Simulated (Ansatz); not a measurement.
**GaAs+ (quartet): the correlation ladder at distance Ga1–As2 = 9.290 Å, cc-pVDZ**

How much of the correlation energy of GaAs+ (quartet) does each wave-function method recover here?

Program: Ansatz 0.2.0, Gaussian basis. Level of theory: cc-pVDZ, core rule «outside noble gas», up to 28 orbitals frozen. These are calculated values, not measurements.

To be run: UHF; CCSD(T) on ROHF; CCSD(T) on UHF; BCCD(T) on ROHF; CISD as a restricted active space (open shells left free, so some higher excitations enter); CCSDT(Q) on ROHF; CCSDT(Q) on UHF; CASSCF and MRCISD+Q, 5 electrons in 5 orbitals; CASSCF and NEVPT2, 5 electrons in 5 orbitals; CASSCF and MRCISD+Q, 7 electrons in 8 orbitals; CASSCF and NEVPT2, 7 electrons in 8 orbitals; Full CI.

18 further runs of the same task are left out: 1 for a known fault of the program, 15 that didn't finish, 2 set aside as unsound or not needed. Runs told in other sessions of the task aren't counted.

**1. The system**

The geometry derives from a PBE0/def2-TZVP stationary point (not a proven minimum). One bond is set to the value named and the two fragments are kept rigid. No spin-orbit coupling is included. The filled d shell of Ga, As may be among the frozen orbitals whatever the setting's name suggests.

2 atoms, charge 1, spin multiplicity 4.

Atoms are counted from 1 here; the program's logs count them from 0.

No contacts short enough for the rule that draws bonds.

**2. UHF**

in.yaml

```yaml
crystal:
  periodic: [false, false, false]
  atoms:
    - {symbol: Ga, position_ang: [0.000000, 0.000000, 0.000000]}
    - {symbol: As, position_ang: [0.000000, 0.000000, 9.290000]}
basis:
  gaussian: {orbitals: cc-pVDZ}
total_charge: 1
magnetization: {spin_polarized: true, initial_magnetization: 3}
hamiltonian: {xc: hf}
output: {orbitals: {seedname: orbitals}}
```

On the command line:

```console
> ansatz run in.yaml --threads 1 --pin off --events-out ev --progress --plain --max-ram 2393MiB
```

The runs that follow: CCSD(T) on ROHF; CCSD(T) on UHF; BCCD(T) on ROHF; CISD as a restricted active space (open shells left free, so some higher excitations enter); CCSDT(Q) on ROHF; CCSDT(Q) on UHF; CASSCF and MRCISD+Q, 5 electrons in 5 orbitals; CASSCF and NEVPT2, 5 electrons in 5 orbitals; CASSCF and MRCISD+Q, 7 electrons in 8 orbitals; CASSCF and NEVPT2, 7 electrons in 8 orbitals; Full CI.

Before running them: what should the planned runs give, taken together? Wanted: FCI from the RHF energy; RMP2 from FCI; UMP2 from FCI; RCCSD from FCI; RCCSD(T) from FCI; UCCSD(T) from FCI; RCCSDT(Q) from FCI; UCCSDT(Q) from FCI; NEVPT2 pair from FCI.

As calculated:

| quantity | value |
| --- | --- |
| FCI from the ROHF energy | -2.9096 eV |
| RMP2 from FCI | +74.1 kJ/mol |
| UMP2 from FCI | +72.6 kJ/mol |
| RCCSD from FCI | +2.6 kJ/mol |
| RCCSD(T) from FCI | +0.7 kJ/mol |
| UCCSD(T) from FCI | -0.9 kJ/mol |
| RCCSDT(Q) from FCI | 0.0 kJ/mol |
| UCCSDT(Q) from FCI | -1.5 kJ/mol |
| NEVPT2 pair from FCI | +69.9 kJ/mol |
| NEVPT2 valence from FCI | +40.8 kJ/mol |
| MRCISD+Q valence from FCI | -4.3 kJ/mol |
| levels within 1 kcal/mol (43 meV) | RCCSD, UCCSD, RCCSD(T), UCCSD(T), BCCD(T), RCCSDT, UCCSDT, RCCSDT(Q), UCCSDT(Q) |
| T1 diagnostic | 0.003 |
| effectively unpaired electrons | 3.06 |

RCCSD(T) lands +0.7 kJ/mol from the yardstick (0.2 % of the correlation energy). UCCSD(T), UCCSDT, UCCSDT(Q), MRCISD+Q valence fall below full CI: unrestricted runs freeze a spin-polarised core, another one than full CI's, and coupled cluster isn't variational. One determinant dominates. Of the multireference levels listed MRCISD+Q valence comes nearest in total energy (-4.3 kJ/mol), which doesn't show that its space is the better one. These misses are within one basis, not against nature; the frozen cores of restricted and unrestricted runs differ, which can shift their rows.

Levels on UHF freeze UHF's core orbitals, full CI those of ROHF, so the U rows can settle a little off it for that reason alone.

With open shells the CI space here admits some higher excitations, so it is larger than plain CISD.
